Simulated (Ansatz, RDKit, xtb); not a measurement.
# Isomers of C2H8GeOSi, a sample narrowed down, part 2 of 2

A sample of isomers of C2H8GeOSi is drawn. Aim: find which of them has the lowest free energy at 298.15 K, then its properties. The sample is small against all isomers, and the most stable one of this formula need not be in it.

xtb, Ansatz and PySCF; isolated molecules. The steps go on from the part before.

**6. The relaxed candidates**

```tsv
label	spin	r2SCAN-D4/def2-SVP (kcal/mol)	PBE-D3(BJ)/def2-SVP, relaxed (kcal/mol)	time
c975d	singlet	0.0	0.0	98 s
c150b	singlet	1.3	0.2	50 s
c687a	singlet	3.7	2.8	76 s
c624a	singlet	3.2	3.1	2 min
```

c975d: Bond lengths: C2–Ge3 2.033 Å, C2–O4 1.215 Å, C1–Si5 1.891 Å, Ge3–Si5 2.394 Å, C1–H6 1.108 Å, C1–H7 1.108 Å, C1–H8 1.108 Å, Si5–H9 1.507 Å, Si5–H10 1.507 Å, Ge3–H11 1.556 Å, Ge3–H12 1.558 Å, C2–H13 1.137 Å. Some angles: C2–Ge3–Si5 106.3°, Ge3–C2–O4 122.2°, C1–Si5–Ge3 108.3°, C2–Ge3–H11 108.8°, C2–Ge3–H12 105.5°, Si5–Ge3–H11 116.4°, Si5–Ge3–H12 112.2°, Ge3–C2–H13 117.6°, O4–C2–H13 120.2°, C1–Si5–H9 111.1°.

c150b: Bond lengths: C2–O4 1.219 Å, C1–Si5 1.897 Å, C2–Si5 1.951 Å, Ge3–Si5 2.389 Å, C1–H6 1.109 Å, C1–H7 1.109 Å, C1–H8 1.108 Å, Si5–H9 1.511 Å, Ge3–H10 1.554 Å, Ge3–H11 1.549 Å, Ge3–H12 1.551 Å, C2–H13 1.141 Å. Some angles: O4–C2–Si5 122.3°, C1–Si5–C2 109.4°, C1–Si5–Ge3 114.4°, C2–Si5–Ge3 104.4°, O4–C2–H13 119.7°, Si5–C2–H13 118.0°, C1–Si5–H9 109.2°, C2–Si5–H9 107.0°, Ge3–Si5–H9 112.0°, Si5–C1–H6 110.6°.

c687a: Bond lengths: C1–Ge3 1.970 Å, C2–O4 1.219 Å, C2–Si5 1.956 Å, Ge3–Si5 2.393 Å, C1–H6 1.106 Å, C1–H7 1.107 Å, C1–H8 1.107 Å, Ge3–H9 1.555 Å, Ge3–H10 1.555 Å, Si5–H11 1.508 Å, Si5–H12 1.510 Å, C2–H13 1.139 Å. Some angles: C1–Ge3–Si5 108.8°, O4–C2–Si5 122.3°, C2–Si5–Ge3 106.4°, C1–Ge3–H9 111.3°, C1–Ge3–H10 110.2°, Si5–Ge3–H9 110.6°, Si5–Ge3–H10 108.0°, Ge3–C1–H6 108.1°, Ge3–C1–H7 110.5°, Ge3–C1–H8 110.3°.

c624a: Bond lengths: C1–Ge3 1.969 Å, C2–Ge3 2.026 Å, C2–O4 1.215 Å, Ge3–Si5 2.399 Å, C1–H6 1.107 Å, C1–H7 1.108 Å, C1–H8 1.106 Å, Ge3–H9 1.559 Å, Si5–H10 1.506 Å, Si5–H11 1.505 Å, Si5–H12 1.506 Å, C2–H13 1.137 Å. Some angles: C1–Ge3–C2 104.7°, C1–Ge3–Si5 112.8°, C2–Ge3–Si5 107.9°, Ge3–C2–O4 120.7°, C1–Ge3–H9 113.2°, C2–Ge3–H9 108.8°, Si5–Ge3–H9 109.2°, Ge3–C1–H6 110.4°, Ge3–C1–H7 106.4°, Ge3–C1–H8 112.3°.

**7. Vibrations and thermal terms**

The lowest few in one piece go on as finalists. In this search the thermal terms come from GFN2-xTB at its own nearest minimum. The first, c975d:

The input, start.xyz:

```xyz
13
c975d
C     -0.139154     1.167173    -1.987668
C     -0.307026    -2.086387     0.221891
Ge    -0.809851    -0.319833     1.092507
O      0.023500    -2.162849    -0.944458
Si     0.300871     1.389852    -0.162107
H      0.455340     1.846992    -2.630246
H      0.064246     0.116803    -2.276500
H     -1.214691     1.372789    -2.158954
H      1.781013     1.218451     0.062929
H     -0.089425     2.750359     0.355826
H     -0.471916    -0.394178     2.609617
H     -2.360563    -0.224624     0.973183
H     -0.351534    -3.022167     0.866546
```

On the command line:

```
$ xtb start.xyz --gfn 2 --ohess tight
```

What it wrote, shortened:

```text
* xtb version 6.7.1
[...]
          :  # basis functions                  40          :
[...]
          :  # electrons                        30          :
[...]
          :  Hamiltonian                  GFN2-xTB          :
[...]
          :  net charge                          0          :
          :  unpaired electrons                  0          :
[...]
   *** convergence criteria satisfied after 14 iterations ***
[...]
   *** GEOMETRY OPTIMIZATION CONVERGED AFTER 31 ITERATIONS ***
[...]
   *** convergence criteria satisfied after 3 iterations ***
[...]
         ::                     SUMMARY                     ::
         :::::::::::::::::::::::::::::::::::::::::::::::::::::
         :: total energy             -16.033952266119 Eh    ::
         :: gradient norm              0.000175637570 Eh/a0 ::
         :: HOMO-LUMO gap              2.655214458233 eV    ::
         ::.................................................::
         :: SCC energy               -16.189818506988 Eh    ::
         :: -> isotropic ES            0.032300679172 Eh    ::
         :: -> anisotropic ES          0.000971242861 Eh    ::
         :: -> anisotropic XC          0.005604674369 Eh    ::
         :: -> dispersion             -0.008257233829 Eh    ::
         :: repulsion energy           0.155866240869 Eh    ::
         :: add. restraining           0.000000000000 Eh    ::
         :: total charge              -0.000000000000 e     ::
         :::::::::::::::::::::::::::::::::::::::::::::::::::::
[...]
        15        2.0000           -0.3729138             -10.1475 (HOMO)
        16                         -0.2753366              -7.4923 (LUMO)
[...]
molecular dipole:
                 x           y           z       tot (Debye)
 q only:       -0.031       1.113       0.323
   full:       -0.131       0.698       0.153       1.847
molecular quadrupole (traceless):
[...]
          | TOTAL ENERGY              -16.033952266119 Eh   |
          | TOTAL ENTHALPY            -15.939537924233 Eh   |
          | TOTAL FREE ENERGY         -15.985341389472 Eh   |
          | GRADIENT NORM               0.000175714319 Eh/α |
[...]
```

It took 0.62 s on 2 threads of Arm Neoverse N1, shared host; peak memory 0.11 GiB.

**8. Zero-point energy and free-energy terms**

As xtb prints them, at 298.15 K, with its own treatment of low modes:

```tsv
label	SMILES	spin	lowest mode (cm⁻¹)	zero-point (kcal/mol)	G − E (kcal/mol)
c975d	C[SiH2][GeH2][CH]=O	singlet	28	52.6	30.5
c150b	C[Si@@H]([GeH3])C=O	singlet	71	53.2	31.3
c687a	[CH3][GeH2][SiH2]C=O	singlet	52	52.9	31.3
c624a	[CH3][Ge@@H]([SiH3])[CH]=O	singlet	11	52.4	29.7
```

**9. The final energy**

Each finalist gets a single point at CCSD(T)/def2-SVP + MP2/def2-TZVPP - MP2/def2-SVP.

c975d, CCSD(T)/def2-SVP:

The input, input.yaml:

```yaml
crystal:
  periodic: [false, false, false]
  atoms:
    - {symbol: C, position_ang: [-0.139154, 1.167173, -1.987668]}
    - {symbol: C, position_ang: [-0.307026, -2.086387, 0.221891]}
    - {symbol: Ge, position_ang: [-0.809851, -0.319833, 1.092507]}
    - {symbol: O, position_ang: [0.023500, -2.162849, -0.944458]}
    - {symbol: Si, position_ang: [0.300871, 1.389852, -0.162107]}
    - {symbol: H, position_ang: [0.455340, 1.846992, -2.630246]}
    - {symbol: H, position_ang: [0.064246, 0.116803, -2.276500]}
    - {symbol: H, position_ang: [-1.214691, 1.372789, -2.158954]}
    - {symbol: H, position_ang: [1.781013, 1.218451, 0.062929]}
    - {symbol: H, position_ang: [-0.089425, 2.750359, 0.355826]}
    - {symbol: H, position_ang: [-0.471916, -0.394178, 2.609617]}
    - {symbol: H, position_ang: [-2.360563, -0.224624, 0.973183]}
    - {symbol: H, position_ang: [-0.351534, -3.022167, 0.866546]}
basis:
  gaussian:
    orbitals: def2-SVP
total_charge: 0
correlation:
  method: ccsd_t
  frozen_orbitals: {Ge: 9, O: 1, Si: 5, H: 0, C: 1}
```

On the command line:

```
$ ansatz run input.yaml --threads 2 --pin off --max-ram 5220MiB --events-out events.jsonl --progress --plain --runs-dir runs
```

What it wrote, shortened:

```text
Warning: RAYON_NUM_THREADS=2 ignored (pool sized by the plan → 2); use --threads N
Functional definition: HF
  name "HF"
[...]
1318 factors; integrals over basis functions are off by at most 1.4e-3 eV
[...]
mean field -68547.17071611 eV, -2519.0620608758 hartree, gradient 1.6e-6 eV, S^2 0.000000; 0 other end points of the search recorded, 0 dependent functions left out
17 core orbitals not correlated: weight in the atoms' cores, before any rotation towards them, 1.000 or more for the frozen orbitals, at most 0.000 for the correlated occupied ones
reference -68547.17071611 eV, -2519.0620608758 hartree; 20, 20 occupied and 95, 95 virtual orbitals, 1318 factors
second order -21.51529169 eV of doubles, -0.00000000 eV of singles
cycle   1  -22.03630985 eV  change   -5.2e-1 eV  update   1.3e-1
[...]
cycle  10  -22.94088821 eV  change    2.2e-5 eV  update   2.4e-5
perturbative correction -0.72905756 eV, -0.0267923711 hartree
Total energy: -68570.84066188 eV, -2519.9319153388 hartree
```

Run time: 58 s. Hardware: 2 threads of Arm Neoverse N1, shared host; peak memory 0.86 GiB.

**10. c975d at MP2/def2-TZVPP**

input.yaml, as its differences from that of step 9:

```diff
@@ -17,7 +17,3 @@
 basis:
-  gaussian:
-    orbitals: def2-SVP
-total_charge: 0
-correlation:
-  method: ccsd_t
-  frozen_orbitals: {Ge: 9, O: 1, Si: 5, H: 0, C: 1}
+  gaussian: {orbitals: def2-TZVPP}
+correlation: {method: mp2, frozen_orbitals: {Ge: 9, O: 1, Si: 5, H: 0, C: 1}}
```

On the command line:

```
$ ansatz run input.yaml --threads 2 --pin off --max-ram 5220MiB --events-out events.jsonl --progress --plain --runs-dir runs
```

What it wrote:

```text
Warning: RAYON_NUM_THREADS=2 ignored (pool sized by the plan → 2); use --threads N
[... 2 set-up lines as earlier in the session ...]
  exchange = exact_x
  correlation = 0
1752 factors; integrals over basis functions are off by at most 1.2e-3 eV
mean field evaluation 1: about -68557.2496 eV, gradient 4.2e1 eV
mean field evaluation 2: about -68557.4848 eV, gradient 4.2e1 eV
mean field evaluation 4: about -68561.9428 eV, gradient 5.4e0 eV
mean field evaluation 8: about -68562.0625 eV, gradient 4.8e-1 eV
mean field evaluation 16: about -68562.0644 eV, gradient 1.7e-6 eV
mean field -68562.06436482 eV, -2519.6093923708 hartree, gradient 1.7e-6 eV, S^2 0.000000; 0 other end points of the search recorded, 0 dependent functions left out
17 core orbitals not correlated: weight in the atoms' cores, before any rotation towards them, 1.000 or more for the frozen orbitals, at most 0.000 for the correlated occupied ones
reference -68562.06436482 eV, -2519.6093923708 hartree; 20, 20 occupied and 258, 258 virtual orbitals, 1752 factors
second order -25.92945636 eV of doubles, -0.00000000 eV of singles
Total energy: -68587.99382118 eV, -2520.5622823163 hartree
```

Run time: 22 s. Hardware: 2 threads of Arm Neoverse N1, shared host; peak memory 0.85 GiB.

**11. c150b at CCSD(T)/def2-SVP**

The input, input.yaml:

```yaml
crystal:
  periodic: [false, false, false]
  atoms:
    - symbol: C
      position_ang: [0.592000, -0.279452, -2.603857]
    - symbol: C
      position_ang: [1.418950, 2.304941, -1.023683]
    - symbol: Ge
      position_ang: [0.701724, -0.378480, 1.006011]
    - symbol: O
      position_ang: [2.173574, 2.536506, -0.094345]
    - symbol: Si
      position_ang: [0.241722, 0.749361, -1.049204]
    - symbol: H
      position_ang: [-0.103050, -1.140856, -2.665687]
    - symbol: H
      position_ang: [0.458386, 0.335385, -3.517353]
    - symbol: H
      position_ang: [1.628576, -0.671205, -2.592896]
    - symbol: H
      position_ang: [-1.176338, 1.268290, -1.106417]
    - symbol: H
      position_ang: [-0.173780, -1.654046, 1.150514]
    - symbol: H
      position_ang: [0.416955, 0.544437, 2.216804]
    - symbol: H
      position_ang: [2.189413, -0.814095, 1.047171]
    - symbol: H
      position_ang: [1.398538, 3.007419, -1.923034]
basis:
  gaussian:
    orbitals: def2-SVP
correlation:
  method: ccsd_t
  frozen_orbitals: {Ge: 9, O: 1, Si: 5, H: 0, C: 1}
```

On the command line:

```
$ ansatz run input.yaml --threads 2 --pin off --max-ram 5220MiB --events-out events.jsonl --progress --plain --runs-dir runs
```

What it wrote, shortened:

```text
Warning: RAYON_NUM_THREADS=2 ignored (pool sized by the plan → 2); use --threads N
[... 2 set-up lines as earlier in the session ...]
[...]
1317 factors; integrals over basis functions are off by at most 1.4e-3 eV
[...]
mean field -68547.21577611 eV, -2519.0637168005 hartree, gradient 1.9e-6 eV, S^2 0.000000; 0 other end points of the search recorded, 0 dependent functions left out
17 core orbitals not correlated: weight in the atoms' cores, before any rotation towards them, 1.000 or more for the frozen orbitals, at most 0.000 for the correlated occupied ones
reference -68547.21577611 eV, -2519.0637168005 hartree; 20, 20 occupied and 95, 95 virtual orbitals, 1317 factors
second order -21.50172522 eV of doubles, -0.00000000 eV of singles
cycle   1  -22.03287403 eV  change   -5.3e-1 eV  update   1.3e-1
[...]
cycle   9  -22.93460412 eV  change   -2.1e-5 eV  update   4.3e-5
perturbative correction -0.72468337 eV, -0.0266316228 hartree
Total energy: -68570.87506361 eV, -2519.9331795792 hartree
```

It took 56 s on 2 threads of Arm Neoverse N1, shared host; peak memory 0.86 GiB.

**12. Free energies and the winner**

Energies in kcal/mol from c975d; G adds the thermal terms to the CCSD(T)/def2-SVP + MP2/def2-TZVPP - MP2/def2-SVP energy. The columns left of the relaxed level are at the tight-binding geometries.

```tsv
label	SMILES	spin	GFN2-xTB	HF/STO-3G	r2SCAN-D4/def2-SVP	PBE-D3(BJ)/def2-SVP	HF/def2-SVP	MP2/def2-SVP	CCSD(T)/def2-SVP + MP2/def2-TZVPP - MP2/def2-SVP	G	share at equilibrium	T1
c975d	C[SiH2][GeH2][CH]=O	singlet	0.0	0.0	0.0	0.0	0.0	0.0	0.0	0.0	63.9 %	0.014
c150b	C[Si@@H]([GeH3])C=O	singlet	2.7	-2.2	1.3	0.2	-1.0	-0.7	-0.2	0.6	24.7 %	0.013
c624a	[CH3][Ge@@H]([SiH3])[CH]=O	singlet	-1.2	1.7	3.2	3.1	3.3	2.9	1.8	1.1	10.7 %	0.014
c687a	[CH3][GeH2][SiH2]C=O	singlet	1.2	1.5	3.7	2.8	1.7	1.7	2.0	2.7	0.6 %	0.013
```

Lowest found: c975d, `C[SiH2][GeH2][CH]=O`, a singlet. Bond lengths: C2–Ge3 2.033 Å, C2–O4 1.215 Å, C1–Si5 1.891 Å, Ge3–Si5 2.394 Å, C1–H6 1.108 Å, C1–H7 1.108 Å, C1–H8 1.108 Å, Si5–H9 1.507 Å, Si5–H10 1.507 Å, Ge3–H11 1.556 Å, Ge3–H12 1.558 Å, C2–H13 1.137 Å. Some angles: C2–Ge3–Si5 106.3°, Ge3–C2–O4 122.2°, C1–Si5–Ge3 108.3°, C2–Ge3–H11 108.8°, C2–Ge3–H12 105.5°, Si5–Ge3–H11 116.4°, Si5–Ge3–H12 112.2°, Ge3–C2–H13 117.6°, O4–C2–H13 120.2°, C1–Si5–H9 111.1°.

```xyz
13

C    -0.1392    1.1672   -1.9877
C    -0.3070   -2.0864    0.2219
Ge   -0.8099   -0.3198    1.0925
O     0.0235   -2.1628   -0.9445
Si    0.3009    1.3899   -0.1621
H     0.4553    1.8470   -2.6302
H     0.0642    0.1168   -2.2765
H    -1.2147    1.3728   -2.1590
H     1.7810    1.2185    0.0629
H    -0.0894    2.7504    0.3558
H    -0.4719   -0.3942    2.6096
H    -2.3606   -0.2246    0.9732
H    -0.3515   -3.0222    0.8665
```

**13. Outcome**

This closing draws on all 2 parts.

```
                                 quantity                                                                   value
                   lowest structure found                                            C[SiH2][GeH2][CH]=O, singlet
                            next finalist                  C[Si@@H]([GeH3])C=O, singlet, 0.6 kcal/mol higher in G
share at equilibrium, among the finalists                                                                  63.9 %
                                   funnel  10 starts, 8 minima at GFN2-xTB, 9 screening runs, 4 relaxed, 4 ranked
                     CPU time of all runs                                                                  23 min
```

**Reading.** The lowest structure found is `C[SiH2][GeH2][CH]=O`. Its margin of 0.6 kcal/mol is inside the likely error of CCSD(T)/def2-SVP + MP2/def2-TZVPP - MP2/def2-SVP with harmonic terms (about 1.5 kcal/mol), so the order of the first two is not settled. The thermal terms turn the order: in electronic energy alone `C[Si@@H]([GeH3])C=O` is lowest. They come from GFN2-xTB, so the order rests on a rough term. With modes this soft, harmonic terms can't settle so small a difference. r2SCAN-D4/def2-SVP and PBE-D3(BJ)/def2-SVP already put its bonding pattern lowest among the structures in one piece; GFN2-xTB favours the singlet [CH3][Ge@@H]([SiH3])[CH]=O; HF/STO-3G, HF/def2-SVP and MP2/def2-SVP favour the singlet C[Si@@H]([GeH3])C=O. The largest share of the time went into the relaxations (46 %). One minimum inside the window was never screened. The search is not exhaustive (a finite list of starts, one conformer a finalist), so a lower isomer can't be ruled out. Only 4 drawn patterns were tried, so whole families of isomers are missing, and the result ranks this sample alone. The lowest isomer need not be the one that is made and kept in a bottle, which depends on barriers.
